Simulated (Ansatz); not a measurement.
# AsPH₄ (singlet): from Hartree-Fock to the top rungs at a displaced geometry (v1), cc-pVDZ

The task here is to estimate one member of a computed series from the others.

Computed with Ansatz 0.2.0, Gaussian basis. Level: cc-pVDZ, core rule «outside noble gas», up to 19 orbitals frozen.

Plan: UHF; CCSD(T) on RHF; BCCD(T) on RHF; CISD; CCSDT(Q) on RHF; CASSCF and MRCISD+Q, 10 electrons in 10 orbitals; CASSCF and NEVPT2, 10 electrons in 10 orbitals.

17 further runs of the same task are left out: 2 for a known fault of the program, 5 that didn't finish, 10 set aside as unsound or not needed.

## The system

The geometry is a PBE0/def2-TZVP stationary point (not a proven minimum) with its atoms shifted at random (size 0.040 Å). No spin-orbit coupling is included. The filled d shell of As may be among the frozen orbitals whatever the setting's name suggests; the logs give the count.

6 atoms, charge 0, spin multiplicity 1.

Atoms are counted from 1 here; the program's logs count them from 0.

Bond lengths: P1–As2 2.356 Å, P1–H3 1.417 Å, P1–H4 1.472 Å, As2–H5 1.477 Å, As2–H6 1.505 Å. Angles: As2–P1–H3 91.4°, As2–P1–H4 91.6°, H3–P1–H4 93.8°, P1–As2–H5 95.0°, P1–As2–H6 93.9°, H5–As2–H6 94.6°.

As a file:

```xyz
6
charge 0, multiplicity 1
P     0.1380    0.0110    1.6445
As   -0.0595   -0.0052   -0.7031
H    -0.7903    1.0767    1.7505
H    -0.8931   -1.0312    1.7803
H     0.8998    1.0960   -0.9210
H     0.9636   -1.0940   -0.8838
```

Set-up of the first run:

in.yaml reads:

```yaml
crystal:
  periodic: [false, false, false]
  atoms:
    - {symbol: P, position_ang: [0.137977, 0.010969, 1.644452]}
    - {symbol: As, position_ang: [-0.059465, -0.005173, -0.703062]}
    - {symbol: H, position_ang: [-0.790270, 1.076709, 1.750495]}
    - {symbol: H, position_ang: [-0.893050, -1.031247, 1.780298]}
    - {symbol: H, position_ang: [0.899849, 1.096023, -0.921020]}
    - {symbol: H, position_ang: [0.963557, -1.094041, -0.883836]}
basis:
  gaussian: {orbitals: cc-pVDZ}
magnetization: {spin_polarized: true, initial_magnetization: 0}
hamiltonian: {xc: hf}
output: {orbitals: {seedname: orbitals}}
```

The run is started by

```console
$ ansatz run in.yaml --threads 1 --pin off --events-out ev --progress --plain --max-ram 2393MiB
```

Among the steps run: UHF; CCSD(T) on RHF; BCCD(T) on RHF; CISD; CCSDT(Q) on RHF; CASSCF and MRCISD+Q, 10 electrons in 10 orbitals; CASSCF and NEVPT2, 10 electrons in 10 orbitals.

One of the session's tables, all rows but one given; the rest of the session is left out.

```
          method  from RCCSDT(Q) (meV)
             RHF               +8002.0
            RMP2               +1465.1
            CISD               +1059.2
           RCCSD                +265.6
        RCCSD(T)                 +42.3
         BCCD(T)                     ?
          RCCSDT                 +13.2
       RCCSDT(Q)                     0
  CASSCF valence               +5916.4
  NEVPT2 valence               +1489.1
  MRCISD valence                +585.5
MRCISD+Q valence                 +41.2
```

Q: Estimate the row for BCCD(T) from the others.

**Answer.** from RCCSDT(Q) (meV): +41.3. In the column «from RCCSDT(Q) (meV)» it lies between MRCISD+Q valence (+41.2) and RCCSD(T) (+42.3).
